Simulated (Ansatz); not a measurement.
**C₃H₈Cl₃NZr: from a rough start to a minimum**

What shape does C₃H₈Cl₃NZr take? The plan is to relax it, check the end point by its vibrations and derive ideal-gas thermochemistry, and look at its orbitals and charge.

The runs use Ansatz 0.2.0, Gaussian basis; RKS PBE0-D4/def2-TZVP.

The runs, in order: relaxation at PBE0-D4/def2-TZVP; harmonic vibrations at the same level; a single point in def2-TZVPP for the fields.

## Step 1: The system as given

16 atoms, charge 0, spin multiplicity 1.

Atoms are counted from 1 here; the program's logs count them from 0.

Bond lengths: C1–C2 1.543 Å, C1–H9 1.097 Å, C1–H10 1.106 Å, C1–H11 1.089 Å, C2–C3 1.542 Å, C2–N4 1.456 Å, C2–H12 1.105 Å, C3–H13 1.087 Å, C3–H14 1.090 Å, C3–H15 1.099 Å, N4–Zr5 1.974 Å, N4–H16 1.027 Å, Zr5–Cl6 2.293 Å, Zr5–Cl7 2.290 Å, Zr5–Cl8 2.290 Å. Angles: C2–C1–H9 109.6°, C2–C1–H10 110.6°, C2–C1–H11 110.0°, H9–C1–H10 109.7°, H9–C1–H11 108.6°, H10–C1–H11 108.3°, C1–C2–C3 110.2°, C1–C2–N4 108.1°, C1–C2–H12 108.7°, C3–C2–N4 110.5°, C3–C2–H12 109.0°, N4–C2–H12 110.3°, C2–C3–H13 110.9°, C2–C3–H14 110.2°, C2–C3–H15 109.3°, H13–C3–H14 108.3°, H13–C3–H15 109.3°, H14–C3–H15 108.8° and more.

The start is a GFN2-xTB geometry. Zr takes the def2 core potential; no spin-orbit term is included.

## Step 2: Relaxation at PBE0-D4/def2-TZVP

The input, in.yaml:

```yaml
crystal:
  periodic: [false, false, false]
  atoms:
    - {symbol: C, position_ang: [0.803500, 1.125830, 0.574510]}
    - {symbol: C, position_ang: [0.521830, -0.368240, 0.839280]}
    - {symbol: C, position_ang: [1.255730, -1.241010, -0.198800]}
    - {symbol: N, position_ang: [-0.916700, -0.579100, 0.756430]}
    - {symbol: Zr, position_ang: [-1.702680, 0.456460, -0.729090]}
    - {symbol: Cl, position_ang: [-2.243620, 2.634620, -0.257660]}
    - {symbol: Cl, position_ang: [-0.667820, 0.555790, -2.769120]}
    - {symbol: Cl, position_ang: [-3.691130, -0.532440, -1.287890]}
    - {symbol: H, position_ang: [0.183200, 1.739890, 1.238750]}
    - {symbol: H, position_ang: [0.587630, 1.381350, -0.479800]}
    - {symbol: H, position_ang: [1.851280, 1.348440, 0.773110]}
    - {symbol: H, position_ang: [0.888630, -0.624640, 1.849590]}
    - {symbol: H, position_ang: [2.323690, -1.036870, -0.190850]}
    - {symbol: H, position_ang: [1.107010, -2.297870, 0.024500]}
    - {symbol: H, position_ang: [0.853660, -1.030360, -1.199210]}
    - {symbol: H, position_ang: [-1.154230, -1.531840, 1.056260]}
basis:
  gaussian: {orbitals: def2-TZVP}
hamiltonian: {xc: pbe0, dispersion: d4}
relax: {f_tol: 0.005, max_steps: 150}
```

The run is started by

```bash
> ansatz run in.yaml --threads 4 --pin off --events-out ev --progress --plain --max-ram 66560MiB --backend cuda --devices 0, --max-vram 37GiB
```

Further steps of the session: Force constants and modes; Orbitals, density and potential.

Before running them: what should the planned runs give, taken together? Wanted: point group; shift from the start; total energy; dispersion term; dipole moment; lowest, highest wavenumber; zero-point energy; HOMO, LUMO.

As calculated:

```
                  quantity            value
               point group               C1
                     steps               18
shift from the start (rms)          0.517 Å
              total energy   -43573.1650 eV
           dispersion term         -460 meV
             dipole moment           3.65 D
lowest, highest wavenumber    31, 3513 cm⁻¹
         zero-point energy    71.3 kcal/mol
       entropy at 298.15 K  483.7 J/(mol K)
                HOMO, LUMO  -7.69, -2.03 eV
```

The relaxed geometry lies 0.52 Å (rms) from the start; the bond that changed most is Zr5–Cl7, from 2.290 to 2.350 Å. All wavenumbers are real, so the end point is a minimum. The stiffest mode, 3513 cm⁻¹, is an N–H stretch, and 8 modes under 200 cm⁻¹ make the vibrational entropy uncertain. Harmonic hybrid wavenumbers usually lie a few per cent above measured fundamentals. The largest Mulliken charge, +1.29 e, sits on Zr5. The HOMO lies mostly on N4 53 %; H12, H16 about 7 % each and the LUMO on Zr5 68 %; Cl6, Cl8 about 7 % each.
